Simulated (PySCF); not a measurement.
# [LaCl4]−: other functionals and bases at one geometry

Aim: see how levels, charges and forces of [LaCl4]− depend on the level of theory. The structure is generated, not taken from experiment.

Program: PySCF 2.14.0. Level of theory: several levels, as the steps say, no spin–orbit coupling. These are calculated values, not measurements.

1 further run of the same task is left out (for a known fault of the program).

### 1 Starting geometry

5 atoms, charge -1, spin multiplicity 1.

Bond lengths: La1–Cl2 2.670 Å, La1–Cl3 2.670 Å, La1–Cl4 2.670 Å, La1–Cl5 2.670 Å. Angles: Cl2–La1–Cl3 109.5°, Cl2–La1–Cl4 109.5°, Cl2–La1–Cl5 109.5°, Cl3–La1–Cl4 109.5°, Cl3–La1–Cl5 109.5°, Cl4–La1–Cl5 109.5°.

As a file:

```csv
atom,x (Å),y (Å),z (Å)
La1,0.0000,0.0000,0.0000
Cl2,1.5415,1.5415,1.5415
Cl3,-1.5415,-1.5415,1.5415
Cl4,1.5415,-1.5415,-1.5415
Cl5,-1.5415,1.5415,-1.5415
```

Formal oxidation states: La +3. The 4f shell is empty and lies in the core potential. An earlier session relaxed this geometry at PBE0, La lcecp-1-SVP with ECP46, Cl def2-SVP (singlet, point group Td).

At PBE0 on the finer grid: E = -1871.665448 Eh, HOMO -4.57 eV, LUMO 3.02 eV, Mulliken charge on La1 +0.81 e, largest force component 0.002 eV/Å. The large-core potential holds the 4f shell empty.

Levels to run: TPSSh; BLYP; PBE0, TZVP. Hardware: 2 threads of Arm Neoverse V2, shared host.

### 2 TPSSh

Contents of run.py (the lines that set the calculation):

```python
mol = gto.M(atom='''
La     0.00000     0.00000     0.00000
Cl     1.54151     1.54151     1.54151
Cl    -1.54151    -1.54151     1.54151
Cl     1.54151    -1.54151    -1.54151
Cl    -1.54151     1.54151    -1.54151''',
    basis={'La': 'lcecp-1-SVP', 'Cl': 'def2-SVP'},
    ecp={'La': 'lcecp-1-SVP'},
    charge=-1, spin=0)
mf = dft.RKS(mol, xc='TPSSH')
mf.grids.atom_grid = (75, 302)  # f atoms: unpruned, at least (60, 302)
mf = mf.density_fit()  # fitting sets: La AutoAux, Cl def2-universal-JKFIT
mf.conv_tol = 1e-08; mf.max_cycle = 55
mf.kernel(dm0)  # dm0: the density of the relaxed state
```

Launch:

```bash
OMP_NUM_THREADS=2 python run.py
```

### 3 BLYP

run.py (the lines that set the calculation): that of step 2 with these lines changed.

```diff
@@ -9,3 +9,3 @@
     charge=-1, spin=0)
-mf = dft.RKS(mol, xc='TPSSH')
+mf = dft.RKS(mol, xc='BLYP')
 mf.grids.atom_grid = (75, 302)  # f atoms: unpruned, at least (60, 302)
```

### 4 PBE0, TZVP

Basis: La lcecp-1-TZVP with ECP46, Cl def2-TZVP. 

Contents of run.py (the lines that set the calculation):

```python
mol = gto.M(atom='''
La     0.00000     0.00000     0.00000
Cl     1.54151     1.54151     1.54151
Cl    -1.54151    -1.54151     1.54151
Cl     1.54151    -1.54151    -1.54151
Cl    -1.54151     1.54151    -1.54151''',
    basis={'La': 'lcecp-1-TZVP', 'Cl': 'def2-TZVP'},
    ecp={'La': 'lcecp-1-TZVP'},
    charge=-1, spin=0)
mf = dft.RKS(mol, xc='PBE0')
mf.grids.atom_grid = (75, 302)  # f atoms: unpruned, at least (60, 302)
mf = mf.density_fit()  # fitting sets: La AutoAux, Cl def2-universal-JKFIT
mf.conv_tol = 1e-08; mf.max_cycle = 55
mf.kernel(dm0)  # dm0: free metal ions and neutral atoms
```

What does the calculation give? Wanted: for each run, HOMO; gap; charge on La1; dipole; largest force.

The runs gave:

| level | state | HOMO (eV) | gap (eV) | charge on La1 (e) | dipole (D) | largest force (eV/Å) | basis functions | time |
| --- | --- | --- | --- | --- | --- | --- | --- | --- |
| PBE0 (relaxed here) | singlet | -4.57 | 7.59 | 0.81 | 0.00 | 0.00 | 105 | 14 s |
| TPSSh | singlet | -3.86 | 6.74 | 0.83 | 0.00 | 0.07 | 105 | 6.9 s |
| BLYP | singlet | -2.87 | 5.43 | 0.55 | 0.00 | 0.17 | 105 | 5.2 s |
| PBE0, TZVP | singlet | -4.84 | 7.76 | 1.34 | 0.00 | 0.00 | 195 | 16 s |

Times are on 2 threads of Arm Neoverse V2, shared host; the first row also made further properties. The dipole of a charged species depends on the origin, so these sizes hold for this origin alone.

In one basis the HOMO–LUMO gap runs from 5.43 eV (BLYP) to 7.59 eV (PBE0). The largest leftover force, 0.17 eV/Å with BLYP, stands at a geometry relaxed at another level. The Mulliken charge on La spans +0.55 to +1.34 e over the levels. With 4f in the core, its levels are missing from HOMO and gap. Total energies of different levels can't be compared. Spin–orbit coupling is left out throughout.
